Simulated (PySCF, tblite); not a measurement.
# C7H14Si2: geometry, infrared bands and NMR shifts

Wanted: the infrared bands and NMR shifts of C7H14Si2 (`CC#C[C@@H]1[SiH2]C[Si@@H]1CC`), by calculation.

The runs use tblite 0.8.0 and PySCF 2.14.0, with density-fitted response routines of our own; the level of theory stands in each step. All values are computed, except where a source is named. Atoms count from 0, in the outputs and in this text.

## 1. The starting structure

23 atoms, charge 0, multiplicity 1; geometry from: force field or distance geometry start.

Bonds of the start (Å): C0–C1 1.47, C1–C2 1.19, C2–C3 1.45, C3–Si4 1.91, Si4–C5 1.91, C5–Si6 1.89, Si6–C7 1.85, C7–C8 1.52, Si6–C3 1.90, C0–H9 1.10, C0–H10 1.09, C0–H11 1.08, C3–H12 1.10, Si4–H13 1.49, Si4–H14 1.48, C5–H15 1.10, C5–H16 1.08, Si6–H17 1.49, C7–H18 1.09, C7–H19 1.09, C8–H20 1.09, C8–H21 1.10, C8–H22 1.09.

## 2. Optimising the geometry with GFN2-xTB

The job: settings as JSON, then the geometry in Å.

```
{"job": {"kind": "relax", "xc": "GFN2-xTB", "basis": "xTB"}, "charge": 0, "multiplicity": 1}
C      2.777700     0.504600     2.251300
C      1.913800    -0.161900     1.261000
C      1.228500    -0.722700     0.468400
C      0.376000    -1.391500    -0.495500
Si     0.922800    -1.163800    -2.309900
C     -0.188700     0.383800    -2.393000
Si    -1.190000    -0.444300    -1.022700
C     -1.767100     0.781200     0.239000
C     -2.356900     0.191000     1.515000
H      2.190800     1.241600     2.828300
H      3.193100    -0.214500     2.954900
H      3.590200     1.026700     1.760100
H      0.171500    -2.446000    -0.238000
H      2.371300    -0.869000    -2.511500
H      0.435700    -2.242400    -3.204300
H      0.322600     1.301100    -2.069400
H     -0.707000     0.537100    -3.332100
H     -2.269200    -1.335500    -1.539300
H     -0.947600     1.446000     0.514600
H     -2.528400     1.417900    -0.222700
H     -1.631600    -0.408400     2.057500
H     -2.684700     1.003000     2.182800
H     -3.227600    -0.427200     1.315600
```

The run is started by

```bash
> OMP_NUM_THREADS=1 python probes_run.py task.json out
```

This one command runs all jobs of the session in turn.

**Question.** This job is followed by: GFN2-xTB harmonic vibrations, gas phase; GIAO PBE0/pcSseg-1 NMR shielding, non-relativistic, gas phase. What will the session give for the following? strongest single infrared mode (GFN2-xTB); zero-point energy (GFN2-xTB); 13C shifts against TMS (PBE0/pcSseg-1); 1H shifts against TMS (PBE0/pcSseg-1, means over atoms taken as alike); 29Si shifts against TMS (PBE0/pcSseg-1).

The runs gave:

| quantity | value |
| --- | --- |
| strongest single infrared mode (GFN2-xTB) | 2233 cm⁻¹, 490 km/mol |
| zero-point energy (GFN2-xTB) | 112.6 kcal/mol |
| 13C shifts against TMS (PBE0/pcSseg-1) | 84.3, 80.4, 11.0, 9.3, 7.3, 5.5, -4.6 ppm |
| 1H shifts against TMS (PBE0/pcSseg-1, means over atoms taken as alike) | 4.99, 4.95, 4.78, 2.20, 2.00, 1.37, 1.33, 0.89, 0.48, 0.30 ppm |
| 29Si shifts against TMS (PBE0/pcSseg-1) | -5.9, -27.7 ppm |

**Reading.** The optimisation took 163 steps and gained 0.341 eV; among the close pairs (by a distance rule), Si6–C7 changed most, from 1.851 to 1.898 Å. No mode is imaginary among the 63: a minimum at this level. The strongest single mode, at 2233 cm⁻¹, moves mainly H14. GFN2-xTB is a fitted tight-binding method: band positions and strengths are rough. Its intensities can rank the bands wrongly. At PBE0/pcSseg-1: Shielding is most anisotropic at C2 (span 264 ppm, paramagnetic term -154 ppm).
